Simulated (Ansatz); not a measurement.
# B₂Br₂Cl₂H₂: how energies converge with the basis set

An exercise on one series of results from a longer session: the logs are not shown, and one member is left open.

Method: one geometry, several basis sets; program: Ansatz 0.2.0, Gaussian basis.

Levels to be run: PBE0-D4/def2-SVP; ωB97M-V/def2-SVP; PBE0-D4/def2-QZVPP; ωB97M-V/def2-QZVPP; the functionals' def2-TZVPP values are taken from earlier runs.

## The relaxed structure

The geometry comes from an earlier relaxation with PBE0-D4 in a triple-zeta def2 set; it is a stationary point, not always the lowest conformer.

8 atoms, charge 0, spin multiplicity 1.

Atoms are counted from 1 here; the program's logs count them from 0.

Bond lengths: Cl1–B2 1.764 Å, B2–Br3 2.126 Å, B2–Br6 2.126 Å, B2–H7 1.185 Å, Br3–B4 2.125 Å, B4–Cl5 1.760 Å, B4–Br6 2.125 Å, B4–H8 1.185 Å. Angles: Cl1–B2–Br3 112.2°, Cl1–B2–Br6 112.2°, Cl1–B2–H7 119.4°, Br3–B2–Br6 94.4°, Br3–B2–H7 107.8°, Br6–B2–H7 107.8°, B2–Br3–B4 83.7°, Br3–B4–Cl5 112.7°, Br3–B4–Br6 94.4°, Br3–B4–H8 107.1°, Cl5–B4–Br6 112.8°, Cl5–B4–H8 119.7°, Br6–B4–H8 107.1°, B2–Br6–B4 83.7°.

The first run:

Input file in.yaml:

```yaml
crystal:
  periodic: [false, false, false]
  atoms:
    - {symbol: Cl, position_ang: [0.654184, 0.004940, 2.587656]}
    - {symbol: B, position_ang: [1.045415, 0.379233, 0.909047]}
    - {symbol: Br, position_ang: [-0.484864, 1.508635, -0.040963]}
    - {symbol: B, position_ang: [-1.010882, -0.364905, -0.895777]}
    - {symbol: Cl, position_ang: [-1.250449, -0.275109, -2.637104]}
    - {symbol: Br, position_ang: [0.818717, -1.307442, -0.365115]}
    - {symbol: H, position_ang: [2.083550, 0.889398, 0.652911]}
    - {symbol: H, position_ang: [-1.855662, -0.834741, -0.210635]}
basis:
  gaussian: {orbitals: def2-SVP}
hamiltonian: {xc: pbe0, dispersion: d4}
output: {orbitals: {seedname: orbitals}}
```

Run with:

```
ansatz run in.yaml --threads 8 --pin off --events-out ev --progress --plain --max-ram 18278MiB
```

Among the steps run: PBE0-D4 in def2-SVP; ωB97M-V in def2-SVP; PBE0-D4 in def2-QZVPP; ωB97M-V in def2-QZVPP.

One of the session's tables, all rows but one given; the rest of the session is left out.

It belongs to the step «Functionals by basis». 

| functional | basis | HOMO (eV) |
| --- | --- | --- |
| PBE0-D4 | def2-SVP | -8.49 |
| PBE0-D4 | def2-TZVPP | ? |
| PBE0-D4 | def2-QZVPP | -8.60 |
| ωB97M-V | def2-SVP | -10.63 |
| ωB97M-V | def2-TZVPP | -10.76 |
| ωB97M-V | def2-QZVPP | -10.79 |

**Question.** Estimate the row for PBE0-D4, def2-TZVPP.

As computed: HOMO (eV): -8.58. In the column «HOMO (eV)» it lies between PBE0-D4, def2-QZVPP (-8.60) and PBE0-D4, def2-SVP (-8.49).
